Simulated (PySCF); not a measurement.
**InSi−: bond curves at several levels of theory**

One table from this session's results is given with a row withheld; the runs are named, their logs left out.

Computed with PySCF 2.14.0. Level: In def2-SVPD with ECP28, Si def2-SVPD, scalar-relativistic core potentials.

3 further runs of the same task are left out: 3 set aside as unsound or not needed.

The first run:

A driver script around PySCF takes these settings:

```json
{"atoms": "In, Si", "charge": "-1", "basis": "In def2-SVPD with ECP28, Si def2-SVPD", "Hamiltonian": "scalar-relativistic core potentials", "basis functions": "56", "electrons treated": "36", "masses in u": "114.9039, 27.9769", "levels": "PBE0, PBE, r²SCAN, revPBE, B2PLYP, BLYP, HF, MP2, SCS-MP2, CCSD, CCSD(T)", "grid": "80 radial by 434 angular points", "occupations": "held fixed by the projection of orbital angular momentum", "dissociation limit": "In + Si−, each in its ground configuration", "starting distance in angstrom": "2.605", "values of 2S to try": "0, 2, 4"}
```

Run with:

```bash
$ OMP_NUM_THREADS=1 python dia.py task.json out
```

Among the steps run: Set-up; The PBE0 curve of the state that the search chose; PBE; r²SCAN (meta-GGA); revPBE; B2PLYP; BLYP (GGA); UHF; MP2 and coupled cluster.

One of the session's tables, all rows but one given; the rest of the session is left out.

It belongs to the step «The curves together». Energy (eV) from each level's lowest point:

| R (Å) | UHF | UHF-MP2 | UHF-SCS-MP2 | UHF-CCSD | UHF-CCSD(T) |
| --- | --- | --- | --- | --- | --- |
| 2.250 | 0.733 | 0.706 | 0.725 | n/a | n/a |
| 2.354 | 0.321 | 0.307 | 0.321 | 0.339 | 0.354 |
| 2.459 | 0.096 | 0.091 | 0.099 | 0.111 | 0.120 |
| 2.538 | 0.019 | 0.017 | 0.021 | 0.027 | 0.032 |
| 2.616 | 0.000 | 0.000 | 0.000 | 0.000 | 0.000 |
| 2.695 | ? | ? | ? | ? | ? |
| 2.799 | 0.108 | 0.117 | 0.105 | 0.086 | 0.074 |
| 2.930 | 0.259 | 0.295 | 0.272 | 0.226 | 0.206 |
| 3.087 | 0.450 | 0.601 | 0.569 | 0.435 | 0.410 |
| 3.296 | 0.643 | 0.980 | 0.940 | n/a | n/a |

**Question.** Estimate the row for R (Å) = 2.695.

Worked estimate for «UHF». A straight line through the neighbours (2.616, 0.000) and (2.799, 0.108) gives 0.000 + (0.108 − 0.000) × (2.695 − 2.616) / (2.799 − 2.616) = 0.047; a parabola fitted to 4 rows on both sides gives 0.030.

**Answer.** UHF: 0.025; UHF-MP2: 0.028; UHF-SCS-MP2: 0.023; UHF-CCSD: 0.016; UHF-CCSD(T): 0.011. In «UHF» the line misses by +0.022 and the parabola by +0.005.
